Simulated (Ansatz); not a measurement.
# Tl3S (I4/mmm) in Ansatz: convergence with n extra bands

Aim: find how far n extra bands must go before the results for Tl3S settle, at r2SCAN. This setting moves, with any that are tied to it; all else stays.

Program: Ansatz 0.2.0. These are calculated values, not measurements. Logs are shortened: lines on timing, memory, paths and dates and some standing lists are left out, and cuts for length are marked.

## (1) Starting point

It takes space group I4/mmm (No. 139, tetragonal). Conventional cell: a = 4.702 Å, b = 4.702 Å, c = 10.286 Å, α = 90.00°, β = 90.00°, γ = 90.00°. Tl (site symmetry 4/mmm) has 4 S at 3.32 Å and 8 Tl at 3.48 Å as nearest neighbours. Tl (site symmetry -4m2) has 8 Tl at 3.32 to 3.48 Å and 4 S at 3.48 Å as nearest neighbours. Around S (site symmetry 4/mmm) lie 12 Tl at 3.32 to 3.48 Å.

The cell comes from a database or a generator and needn't be the stable form of this composition.

## (2) With n extra bands 1

Input file input.yaml:

```yaml
crystal:
  lattice:
    - [-2.35097, 2.35097, 5.142801]
    - [2.35097, -2.35097, 5.142801]
    - [2.35097, 2.35097, -5.142801]
  atoms:
    - { symbol: Tl, position: [0.5, 0.5, 0.0] }
    - { symbol: Tl, position: [0.25, 0.75, 0.5] }
    - { symbol: Tl, position: [0.75, 0.25, 0.5] }
    - { symbol: S, position: [0.0, 0.0, 0.0] }
hamiltonian:
  xc: r2scan
  pseudopotentials: { kind: paw, level: accurate }
kpoints:
  mp_grid: { grid: [7, 7, 7] }
scf:
  occupations: { method: methfessel_paxton, width: 0.1 }
  n_extra_bands: 1
output:
  forces: true
  stress: true
  eigenvalues: true
```

Potentials or basis: Ansatz PAW earlier set.

Command:

```console
$ ansatz run input.yaml --threads 2 --pin off --max-ram 5632MiB --backend cpu --events-out ev --progress --plain --runs-dir out
```

It took 20 s on 2 threads of Arm Neoverse V1, shared host; peak memory 1.1 GiB.

Results:

| Quantity | Value |
| --- | --- |
| Free energy | -44597.3930 eV |
| Pressure | -1.0 GPa |
| Band gap on the k mesh | none (metal or under the smearing width) |

## (3) With n extra bands 2

input.yaml: that of step 2 with these lines changed.

```diff
@@ -17,3 +17,3 @@
   occupations: { method: methfessel_paxton, width: 0.1 }
-  n_extra_bands: 1
+  n_extra_bands: 2
 output:
```

Potentials or basis: Ansatz PAW earlier set.

Command:

```console
$ ansatz run input.yaml --threads 2 --pin off --max-ram 5632MiB --backend cpu --events-out ev --progress --plain --runs-dir out
```

It took 20 s on 2 threads of Arm Neoverse V1, shared host; peak memory 1.1 GiB.

What came out:

```
Free energy            : -44597.3930 eV
Pressure               : -1.0 GPa
Band gap on the k mesh : none (metal or under the smearing width)
```

## (4) With n extra bands 4

input.yaml: that of step 3 with these lines changed.

```diff
@@ -17,3 +17,3 @@
   occupations: { method: methfessel_paxton, width: 0.1 }
-  n_extra_bands: 2
+  n_extra_bands: 4
 output:
```

Command:

```console
$ ansatz run input.yaml --threads 2 --pin off --max-ram 5632MiB --backend cpu --events-out ev --progress --plain --runs-dir out
```

Wall time 21 s (2 threads of Arm Neoverse V1, shared host); peak memory 1.1 GiB.

What came out:

| Item | Value |
| --- | --- |
| Free energy | -44597.3930 eV |
| Pressure | -1.0 GPa |
| Band gap on the k mesh | none (metal or under the smearing width) |

## (5) With n extra bands 8

input.yaml: that of step 4 with these lines changed.

```diff
@@ -17,3 +17,3 @@
   occupations: { method: methfessel_paxton, width: 0.1 }
-  n_extra_bands: 4
+  n_extra_bands: 8
 output:
```

Command:

```console
$ ansatz run input.yaml --threads 2 --pin off --max-ram 5632MiB --backend cpu --events-out ev --progress --plain --runs-dir out
```

Run time: 22 s. Hardware: 2 threads of Arm Neoverse V1, shared host; peak memory 1.1 GiB.

It converged, with:

```yaml
Free_energy: -44597.3930 eV
Pressure: -1.0 GPa
Band_gap_on_the_k_mesh: none (metal or under the smearing width)
```

## (6) With n extra bands 16

input.yaml: that of step 5 with these lines changed.

```diff
@@ -17,3 +17,3 @@
   occupations: { method: methfessel_paxton, width: 0.1 }
-  n_extra_bands: 8
+  n_extra_bands: 16
 output:
```

Potentials or basis: Ansatz PAW earlier set.

Command:

```console
$ ansatz run input.yaml --threads 2 --pin off --max-ram 5632MiB --backend cpu --events-out ev --progress --plain --runs-dir out
```

Wall time 25 s (2 threads of Arm Neoverse V1, shared host); peak memory 1.1 GiB.

Results (log left out):

- Free energy: -44597.3930 eV
- Pressure: -1.0 GPa
- Band gap on the k mesh: none (metal or under the smearing width)

## (7) With n extra bands 32

input.yaml: that of step 6 with these lines changed.

```diff
@@ -17,3 +17,3 @@
   occupations: { method: methfessel_paxton, width: 0.1 }
-  n_extra_bands: 16
+  n_extra_bands: 32
 output:
```

Potentials or basis: Ansatz PAW earlier set.

Command:

```console
$ ansatz run input.yaml --threads 2 --pin off --max-ram 5632MiB --backend cpu --events-out ev --progress --plain --runs-dir out
```

Log:

```text
Warning: RAYON_NUM_THREADS=2 ignored (pool sized by the plan → 2); use --threads N
scf.n_extra_bands = 32 over 35 filled bands (N_el = 69.0): the run solves 67 bands
Engine: ansatz 0.2.0, aarch64-unknown-linux-gnu
Pseudopotentials: kind: paw, level: accurate
Pseudopotential: Tl, paw, valence charge 21, recommended cutoff 550 eV (high), Tl.paw.azcp
Pseudopotential: S, paw, valence charge 6, recommended cutoff 580 eV (normal), S.paw.azcp#accurate
Functional definition: r2SCAN
  parameter k0 = 0.174
  parameter k1 = 0.065
  parameter a1 = 4.9479
  exchange = r2scan_x(k0 = k0, k1 = k1, a1 = a1)
  correlation = r2scan_c
Crystal: 4 atoms, lattice volume = 113.698 Å³
Basis set: ecut = 580 eV, 3573 PW (Γ), exchange–correlation on 200×200×200 points (64 copies of the dense FFT grid, shifted against one another)
Bands: 67, of which v1, the nominal top of the filled ones, is band 35 counted from 1 (34 counted from 0)
Symmetry: 16 space group operations
Space group: I4/mmm (ITA 139), of the structure as read, at distance tolerance 4.8e-5 Å
k-points: 40 of 343
Non-local potential: Tl, projectors of the file, l = 0: 3, l = 1: 3, l = 2: 3, l = 3: 2
Non-local potential: S, projectors of the file, l = 0: 3, l = 1: 3, l = 2: 2, l = 3: 1, l = 4: 1
PAW form: soft (Blöchl's): semilocal exchange-correlation on the pseudo side does not see the compensation charge
PAW frozen core: Tl, regenerated for the run's functional (the file was generated under x = pbe(κ = 0.804, μ = 0.2195149727645171), c = pbe(β = 0.06672455060314922))
PAW frozen core: S, as the file was generated: its core relaxes under this functional
PAW one-centre angular grid: Tl, 590 points (default); XC on 233 of its mesh's 501 points in the sphere
PAW one-centre angular grid: S, 302 points (default); XC on 160 Gauss nodes
Initial density: superposition of atomic densities (chi_scale 0.1, normalization cell, long waves kept (reshape's long-wave potential 0.03 eV rms))
[... 13 lines left out ...]
SCF 1 converged in 9 iterations: F = -44597.392989 eV  dr2 = 2.29e-8
SCF converged after 9 iterations
Stability not checked: this state was not tested for a lower state beside it, because cold or Methfessel-Paxton smearing, or corrected tetrahedra, fill the levels in a way that the test cannot read (fill_not_monotonic; see scf.lower_state_search)
Free energy (F): -44597.392989 eV
Harris-Foulkes:  -44597.392989 eV  (|F-HF|=4.95e-9)
Internal energy: -44597.388825 eV  (E = F + TS)
E sigma→0 (E₀):  -44597.391948 eV
Entropy (-TS):   -0.004165 eV (-1.041 meV/atom)
Fermi energy:    10.174680 eV
--- Per-component energies (eV) ---
  E_band       = -1843.507023
  E_kinetic    = 1863.545770
  E_local      = -14365.104886  (includes V_loc(G=0)·N_el)
  E_nonlocal   = 4090.095511
  E_hartree    = 5138.653437
  E_xc         = -2073.921662
  E_vxc        = -1057.658246  (∫ρ·V_xc dr)
  E_paw        = -30572.945753  (= ΣΔE_a, less E_core_relax)
  E_vpaw       = -2716.200055  (= ΣTr[D̂ρ^β], less what the cores' own moments, if any, meet on the grid)
  E_core_relax = -0.044893  (the energy of the cores' relaxation)
  E_aug_tail   = -0.000013  (compensation charges beyond the density's cutoff)
  E_vtau       = 64.515303  (kinetic-family band-sum trace: ∫τ·v_τ [+ j·A + Jᵃ·Aᵃ] dr)
  E_ewald      = -8677.319740
  E_core_change = -0.346596  (= ΣΔE_core)
  E_smearing   = -0.004165  (= −TS)
  E_closure    = -0.000000  (closes the sum)
  Σ components = -44597.392989   (vs F -44597.392989, Δ=0.00e0)
--- Forces (eV/Å), atoms counted from 1 ---
  atom   1  Tl    -0.00000000     0.00000000    -0.00000000
  atom   2  Tl     0.00000000     0.00000000     0.00000000
  atom   3  Tl     0.00000000     0.00000000     0.00000000
  atom   4  S     -0.00000000     0.00000000     0.00000000
  max |Σ_I F_I| component: 7.57e-29 eV/Å
--- Stress (GPa, compression-positive) ---
       -0.915979       0.000000       0.000000
        0.000000      -0.915979       0.000000
        0.000000      -0.000000      -1.108872
  P = ⅓ Tr σ = -0.9803 GPa (-9.803 kbar)
--- Band table (eV; the first three rows and the last of 40) ---
  k-point 0: bands = ["-119.3853", "-119.3851", "-119.1548", "-63.9126", "-63.9126", "-63.9055", "-63.9055", "-63.8950", "-63.8939", "-63.6922", "-63.6659", "-63.6659", "-2.5020", "-2.4773", "-2.2898", "-2.1683", "-2.0880", "-2.0880", "-1.9944", "-1.9944", "-1.8043", "-1.7899", "-1.7319", "-1.6915", "-1.6696", "-1.6282", "-1.6282", "-1.5142", "1.9140", "6.0794", "6.9396", "7.0147", "8.0872", "8.0872", "10.6223", "10.6223", "10.8372", "12.9800", "14.2830", "14.2830", "17.2066", "18.2285", "18.8495", "18.8495", "19.2955", "21.5921", "21.7906", "21.7906", "22.3655", "22.4104", "22.9734", "24.4633", "24.4633", "24.4945", "24.6407", "25.5965", "25.6058", "25.6058", "25.8458", "28.0229", "28.7117", "28.7117", "29.5475", "31.9828", "31.9828", "31.9934", "33.3490"]
  k-point 1: bands = ["-119.3853", "-119.3851", "-119.1548", "-63.9127", "-63.9112", "-63.9070", "-63.9054", "-63.8949", "-63.8940", "-63.6922", "-63.6659", "-63.6659", "-2.4498", "-2.4160", "-2.2375", "-2.1452", "-2.0474", "-2.0111", "-2.0069", "-1.9885", "-1.8318", "-1.8157", "-1.7394", "-1.7019", "-1.6795", "-1.6707", "-1.6545", "-1.5694", "1.9693", "5.8715", "6.1021", "7.2477", "7.7412", "8.6927", "9.2325", "12.2588", "12.3075", "12.7777", "12.8383", "15.3406", "16.6601", "16.9705", "18.8840", "19.0692", "20.9309", "21.0572", "21.3212", "21.6146", "21.6159", "21.6272", "24.0136", "24.2128", "24.9126", "25.4426", "26.0086", "26.0678", "26.7749", "26.9313", "27.1440", "27.2624", "27.7531", "28.2418", "29.7610", "30.4414", "31.4194", "31.6070", "32.0937"]
  k-point 2: bands = ["-119.3853", "-119.3852", "-119.1548", "-63.9129", "-63.9102", "-63.9080", "-63.9052", "-63.8946", "-63.8942", "-63.6922", "-63.6659", "-63.6659", "-2.4700", "-2.3415", "-2.1311", "-2.0503", "-2.0436", "-1.9998", "-1.9792", "-1.9649", "-1.9280", "-1.8813", "-1.7878", "-1.7267", "-1.7151", "-1.6699", "-1.5793", "-1.4603", "2.3296", "5.1141", "5.6540", "7.0663", "7.3175", "8.5335", "8.7876", "12.0569", "13.0196", "13.0761", "14.2084", "15.4696", "16.3583", "17.2887", "19.4534", "19.4800", "20.0098", "20.5034", "21.0026", "21.3330", "22.3868", "23.1790", "24.5848", "25.0409", "25.0786", "25.6099", "25.6122", "26.1424", "27.0528", "27.6483", "28.0682", "28.3909", "28.5851", "28.8349", "29.0266", "29.8562", "29.8985", "30.1153", "30.6086"]
  k-point 39: bands = ["-119.3853", "-119.3851", "-119.1548", "-63.9123", "-63.9123", "-63.9059", "-63.9059", "-63.8949", "-63.8940", "-63.6923", "-63.6659", "-63.6659", "-2.5001", "-2.4526", "-2.2376", "-2.2347", "-2.1725", "-2.0603", "-1.9789", "-1.8623", "-1.8398", "-1.7736", "-1.6811", "-1.6001", "-1.5954", "-1.5844", "-1.5721", "-1.5592", "1.6887", "4.0032", "6.0979", "7.6146", "8.3802", "9.2521", "11.3927", "11.5493", "13.6744", "14.0735", "14.7667", "15.4625", "15.5738", "16.4403", "16.8859", "17.5427", "18.2660", "18.6890", "19.4982", "19.9244", "20.2316", "21.6172", "22.4489", "25.6604", "26.0695", "26.5885", "27.2429", "28.0555", "28.2778", "28.4438", "28.9559", "29.0318", "30.2451", "30.6606", "30.8372", "30.8414", "31.3878", "31.8851", "31.9732"]
```

Run time: 30 s. Hardware: 2 threads of Arm Neoverse V1, shared host; peak memory 1.1 GiB.

What came out:

```
Free energy            : -44597.3930 eV
Pressure               : -1.0 GPa
Band gap on the k mesh : none (metal or under the smearing width)
```

## (8) The series at a glance

| n extra bands | energy less the tightest run, at zero smearing (meV/atom) | SCF cycles | CPU time (s) | peak memory (GiB) |
| --- | --- | --- | --- | --- |
| 1 | 0.00 | 9 | 40 | 1.1 |
| 2 | 0.00 | 9 | 40 | 1.1 |
| 4 | 0.00 | 9 | 41 | 1.1 |
| 8 | 0.00 | 9 | 44 | 1.1 |
| 16 | 0.00 | 9 | 49 | 1.1 |
| 32 | 0.00 | 9 | 60 | 1.1 |

Against the tightest run, the energy stays within 1 meV/atom from 1 on. The tightest run that finished is the yardstick and may itself not be fully converged.

Caveats: the PAW data sets come from PBE, with cores solved anew for the run's functional, which leaves a small shift of forces and pressure.
